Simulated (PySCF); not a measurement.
# Cl3H3HfOSi ((Cl)3Hf-O-SiH3): the cost of one run

Programs: PySCF 2.14.0, with routines of our own; each step states its level. All values are computed. Atoms count from 0.

### Step 1. The system as given

9 atoms, charge 0, multiplicity 1; geometry from: GFN2-xTB.

### Step 2. Relaxing the molecule at PBE0-D3(BJ)/def2-SVP

What the job is given:

```
{"job": {"xc": "PBE0", "basis": "def2-SVP", "d3": "d3bj", "grid": 1, "maxiter": 30, "shake": 0.03, "kind": "geom"}, "charge": 0, "multiplicity": 1}
Hf    -0.816390     0.192380     1.120540
Cl    -2.529140    -0.254210     2.570330
Cl     0.941750     0.450020     2.299570
Cl    -1.346300     2.293180     0.283870
O     -0.466640    -0.845340    -0.365630
Si     0.806500    -0.536440    -1.309360
H      1.265430     0.857420    -1.096870
H      0.398650    -0.767560    -2.681720
H      1.878880    -1.458910    -0.846390
```

Launch:

```
$ OMP_NUM_THREADS=1 python heavy_run.py task.json out
```

This one command runs all jobs of the session in turn.

Q: Estimate the wall time and peak memory of this first job on 1 thread of Intel Xeon 6975P-C, shared host.

About 3.1 min, with a peak of 0.5 GiB.
